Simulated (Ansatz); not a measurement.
# C₂H₆OSi: small, medium and large basis sets

How large a basis does C₂H₆OSi need? Two functionals are run in growing sets.

The runs use Ansatz 0.2.0, Gaussian basis; one geometry, several basis sets.

Plan: PBE0-D4/def2-SVP; ωB97M-V/def2-SVP; PBE0-D4/def2-QZVPP; ωB97M-V/def2-QZVPP; the functionals' def2-TZVPP values are taken from earlier runs.

## Step 1: Structure used throughout

An earlier PBE0-D4 in a triple-zeta def2 set relaxation fixed the geometry.

SMILES `C1C[SiH2]O1`, 10 atoms, charge 0, spin multiplicity 1.

Atoms are counted from 1 here; the program's logs count them from 0.

Bond lengths: C1–C2 1.547 Å, C1–O4 1.448 Å, C1–H5 1.093 Å, C1–H6 1.093 Å, C2–Si3 1.873 Å, C2–H7 1.089 Å, C2–H8 1.089 Å, Si3–O4 1.667 Å, Si3–H9 1.488 Å, Si3–H10 1.488 Å. Angles: C2–C1–O4 102.2°, C2–C1–H5 113.4°, C2–C1–H6 113.3°, O4–C1–H5 109.5°, O4–C1–H6 109.5°, H5–C1–H6 108.8°, C1–C2–Si3 82.5°, C1–C2–H7 114.2°, C1–C2–H8 114.3°, Si3–C2–H7 117.1°, Si3–C2–H8 117.3°, H7–C2–H8 109.4°, C2–Si3–O4 82.2°, C2–Si3–H9 118.3°, C2–Si3–H10 118.4°, O4–Si3–H9 114.1°, O4–Si3–H10 114.1°, H9–Si3–H10 107.9° and more.

## Step 2: PBE0-D4 in def2-SVP

The input, in.yaml:

```yaml
crystal:
  periodic: [false, false, false]
  atoms:
    - {symbol: C, position_ang: [-0.816361, 0.556046, -0.533568]}
    - {symbol: C, position_ang: [-0.349833, -0.851929, -0.093806]}
    - {symbol: Si, position_ang: [1.099258, 0.112625, 0.597341]}
    - {symbol: O, position_ang: [0.255773, 1.398911, -0.046000]}
    - {symbol: H, position_ang: [-0.901363, 0.665270, -1.617775]}
    - {symbol: H, position_ang: [-1.759028, 0.862702, -0.072993]}
    - {symbol: H, position_ang: [-0.144689, -1.532032, -0.919143]}
    - {symbol: H, position_ang: [-1.011119, -1.339477, 0.620825]}
    - {symbol: H, position_ang: [1.267290, 0.173667, 2.074962]}
    - {symbol: H, position_ang: [2.443173, -0.096981, -0.006842]}
basis:
  gaussian: {orbitals: def2-SVP}
hamiltonian: {xc: pbe0, dispersion: d4}
output: {orbitals: {seedname: orbitals}}
```

Command:

```console
$ ansatz run in.yaml --threads 2 --pin off --events-out ev --progress --plain --max-ram 4352MiB
```

The program printed:

```text
Functional definition: PBE0
  name "PBE0"
  cite "Adamo & Barone, J. Chem. Phys. 110, 6158 (1999) doi:10.1063/1.478522"
  cite "Perdew, Burke & Ernzerhof, Phys. Rev. Lett. 77, 3865 (1996) doi:10.1103/PhysRevLett.77.3865"
  parent pbe
  parameter a = 0.25
  parameter kappa = 0.804
  parameter beta = 0.06672455060314922
  exchange = (1 - a)*pbe_x(kappa = kappa, mu = beta*pi^2/3) + a*exact_x
  correlation = pbe_c(beta = beta)
1003 factors; their error is unknown
mean field evaluation 1: about -12077.2889 eV, gradient 4.9e1 eV
mean field evaluation 2: about -12072.5755 eV, gradient 6.8e1 eV
mean field evaluation 4: about -12082.6291 eV, gradient 3.6e0 eV
mean field evaluation 8: about -12082.6999 eV, gradient 3.6e-2 eV
mean field -12082.69992947 eV, -444.0310324597 hartree, gradient 6.6e-5 eV, S^2 0.000000; 0 other end points of the search recorded, 0 dependent functions left out
reference -12082.69995525 eV, -444.0310334073 hartree; 20, 20 occupied and 70, 70 virtual orbitals, 1003 factors
Total energy: -12082.85442660 eV, -444.0367101245 hartree
```

Run time: 1.1 s. Hardware: 2 threads of Arm Neoverse V2, shared host.

## Step 3: ωB97M-V in def2-SVP

Changes to in.yaml since step 2:

```diff
@@ -15,3 +15,3 @@
   gaussian: {orbitals: def2-SVP}
-hamiltonian: {xc: pbe0, dispersion: d4}
+hamiltonian: {xc: {name: wB97M-V}}
 output: {orbitals: {seedname: orbitals}}
```

Launched as before.

The program printed, shortened:

```text
Functional definition: wB97M-V
  name "wB97M-V"
  cite "Mardirossian & Head-Gordon, J. Chem. Phys. 144, 214110 (2016) doi:10.1063/1.4952647"
  cite "Becke, J. Chem. Phys. 107, 8554 (1997) doi:10.1063/1.475007"
  cite "Vydrov & Van Voorhis, J. Chem. Phys. 133, 244103 (2010) doi:10.1063/1.3521275"
  # Of w^i u^j: cxij and so on, Table III.
[...]
  gx(w, u) = 1 - cx + cx01*u + cx10*w
  gss(w, u) = css00 + css04*u^4 + css10*w + css20*w^2 + css43*w^4*u^3
  gos(w, u) = cos00 + cos10*w + (cos20 + cos21*u)*w^2 + (cos60 + cos61*u)*w^6
[...]
      + integral(e_c_pw_mod_opposite_spin*gos(b97_w_opposite, b97_u_opposite)) + vv10(b, c)
1003 factors; their error is unknown
274 factors; integrals over basis functions are off by at most 6.0e-6 eV
[...]
mean field -12088.28931030 eV, -444.2364384166 hartree, gradient 3.8e-5 eV, S^2 0.000000; 0 other end points of the search recorded, 0 dependent functions left out
reference -12088.28934991 eV, -444.2364398724 hartree; 20, 20 occupied and 70, 70 virtual orbitals, 1003 factors
Total energy: -12088.28934991 eV, -444.2364398724 hartree
```

Run time: 4.7 s. Hardware: 2 threads of Arm Neoverse V2, shared host.

## Step 4: PBE0-D4 in def2-QZVPP

Changes to in.yaml since step 3:

```diff
@@ -14,4 +14,4 @@
 basis:
-  gaussian: {orbitals: def2-SVP}
-hamiltonian: {xc: {name: wB97M-V}}
+  gaussian: {orbitals: "def2-QZVPP.json"}
+hamiltonian: {xc: pbe0, dispersion: d4}
 output: {orbitals: {seedname: orbitals}}
```

Same command.

The program printed:

```text
Functional definition: PBE0
  name "PBE0"
  cite "Adamo & Barone, J. Chem. Phys. 110, 6158 (1999) doi:10.1063/1.478522"
  cite "Perdew, Burke & Ernzerhof, Phys. Rev. Lett. 77, 3865 (1996) doi:10.1103/PhysRevLett.77.3865"
  parent pbe
  parameter a = 0.25
  parameter kappa = 0.804
  parameter beta = 0.06672455060314922
  exchange = (1 - a)*pbe_x(kappa = kappa, mu = beta*pi^2/3) + a*exact_x
  correlation = pbe_c(beta = beta)
1281 factors; their error is unknown
mean field evaluation 1: about -12082.8810 eV, gradient 6.2e1 eV
mean field evaluation 2: about -12073.4651 eV, gradient 9.1e1 eV
mean field evaluation 4: about -12090.9184 eV, gradient 6.6e0 eV
mean field evaluation 8: about -12091.0004 eV, gradient 7.2e-2 eV
mean field evaluation 16: about -12091.0039 eV, gradient 6.1e-5 eV
mean field -12091.00390845 eV, -444.3361980588 hartree, gradient 6.1e-5 eV, S^2 0.000000; 0 other end points of the search recorded, 0 dependent functions left out
reference -12091.00394826 eV, -444.3361995219 hartree; 20, 20 occupied and 401, 401 virtual orbitals, 1281 factors
Total energy: -12091.15841961 eV, -444.3418762391 hartree
```

It took 8.5 s on 2 threads of Arm Neoverse V2, shared host; peak memory 1.1 GiB.

## Step 5: ωB97M-V in def2-QZVPP

Changes to in.yaml since step 4:

```diff
@@ -15,3 +15,3 @@
   gaussian: {orbitals: "def2-QZVPP.json"}
-hamiltonian: {xc: pbe0, dispersion: d4}
+hamiltonian: {xc: {name: wB97M-V}}
 output: {orbitals: {seedname: orbitals}}
```

Launched as before.

The program printed, shortened:

```text
Functional definition: wB97M-V
  name "wB97M-V"
  cite "Mardirossian & Head-Gordon, J. Chem. Phys. 144, 214110 (2016) doi:10.1063/1.4952647"
  cite "Becke, J. Chem. Phys. 107, 8554 (1997) doi:10.1063/1.475007"
  cite "Vydrov & Van Voorhis, J. Chem. Phys. 133, 244103 (2010) doi:10.1063/1.3521275"
  # Of w^i u^j: cxij and so on, Table III.
[...]
  gx(w, u) = 1 - cx + cx01*u + cx10*w
  gss(w, u) = css00 + css04*u^4 + css10*w + css20*w^2 + css43*w^4*u^3
  gos(w, u) = cos00 + cos10*w + (cos20 + cos21*u)*w^2 + (cos60 + cos61*u)*w^6
[...]
      + integral(e_c_pw_mod_opposite_spin*gos(b97_w_opposite, b97_u_opposite)) + vv10(b, c)
1261 factors; their error is unknown
339 factors; integrals over basis functions are off by at most 8.2e-6 eV
[...]
mean field -12096.76433617 eV, -444.5478898730 hartree, gradient 8.8e-5 eV, S^2 0.000000; 0 other end points of the search recorded, 0 dependent functions left out
reference -12096.76439905 eV, -444.5478921837 hartree; 20, 20 occupied and 401, 401 virtual orbitals, 1261 factors
Total energy: -12096.76439905 eV, -444.5478921837 hartree
```

Run time: 21 s. Hardware: 2 threads of Arm Neoverse V2, shared host; peak memory 1.4 GiB.

## Step 6: Density functionals: the series

The def2-TZVPP values come from earlier runs at the same geometry.

```
functional       basis  functions  energy (eV)  from the largest (eV)  HOMO (eV)  LUMO (eV)
   PBE0-D4    def2-SVP         90  -12082.8544                  8.304      -7.75       0.35
   PBE0-D4  def2-TZVPP        219  -12090.6405                  0.518      -7.86      -0.10
   PBE0-D4  def2-QZVPP        421  -12091.1584                  0.000      -7.89      -0.23
   ωB97M-V    def2-SVP         90  -12088.2893                  8.475     -10.08       2.28
   ωB97M-V  def2-TZVPP        219  -12096.2794                  0.485     -10.22       1.56
   ωB97M-V  def2-QZVPP        421  -12096.7644                  0.000     -10.25       1.22
```

## Step 7: Summary of results

| quantity | value |
| --- | --- |
| PBE0-D4: double and triple zeta above quadruple | 8.30, 0.52 eV |
| ωB97M-V: double and triple zeta above quadruple | 8.48, 0.49 eV |

**Reading.** PBE0-D4 gains 7.79 eV from double to triple zeta, then 0.52 eV more. These are total energies; as a rule much of such shifts cancels in differences, which this series doesn't test. The LUMO of ωB97M-V is positive and keeps falling with the basis (2.28 to 1.22 eV): an unbound level that the basis holds in place.

For PBE0-D4 the largest set took about 8 times as long as the smallest (8.5 s against 1.1 s).
